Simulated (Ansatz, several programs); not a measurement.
MgHgSe2 as one 4-atom ordering (P-4m2) on the zincblende lattice, relaxed with PBE in Ansatz (plane waves, PAW): the symmetry is P-4m2 (No. 115, tetragonal); conventional cell a = 4.354 Å, c = 6.056 Å, 28.70 Å³ an atom. Mg is surrounded by 4 Se at 2.60 Å; Se is surrounded by 2 Mg at 2.60 Å and 2 Hg at 2.70 Å; Hg is surrounded by 4 Se at 2.70 Å. The cell was then scaled with its shape and fractional coordinates held, which makes it stiffer than a relaxed compression. Note: simulated data, non-magnetic, for a generated structure that need not be the stable one.

```
V (Å³/atom)  E (meV/atom)
     26.979         15.97
     28.701          0.00
     29.563          3.26
     30.424         12.50
```

Task: Pass a cubic E = c₀ + c₁u + c₂u² + c₃u³, with u = V − 28.917 Å³, through these points.

Result: c₀ = 0.19, c₁ = +1.897, c₂ = 4.607, c₃ = -0.2958 (meV and Å³).

Task: Where is the minimum, and what bulk modulus follows?

Result: dE/du = 0 at u = -0.202, so V₀ = 28.72 Å³. B = V₀ d²E/dV² = 28.72 × (2c₂ + 6c₃u) = 28.72 × 9.572 = 275 meV/Å³, and 1 meV/Å³ is 0.16022 GPa: 44 GPa. A third-order Birch-Murnaghan fit to all five points gives 28.71 Å³ and 44 GPa.

Task: Predict the energy and the pressure at the withheld volume, 27.840 Å³.

Result: With u = -1.077: E ≈ 3.86 meV and P = −dE/dV ≈ +1.45 GPa. The run gives 3.81 meV and, from its stress, +1.44 GPa.
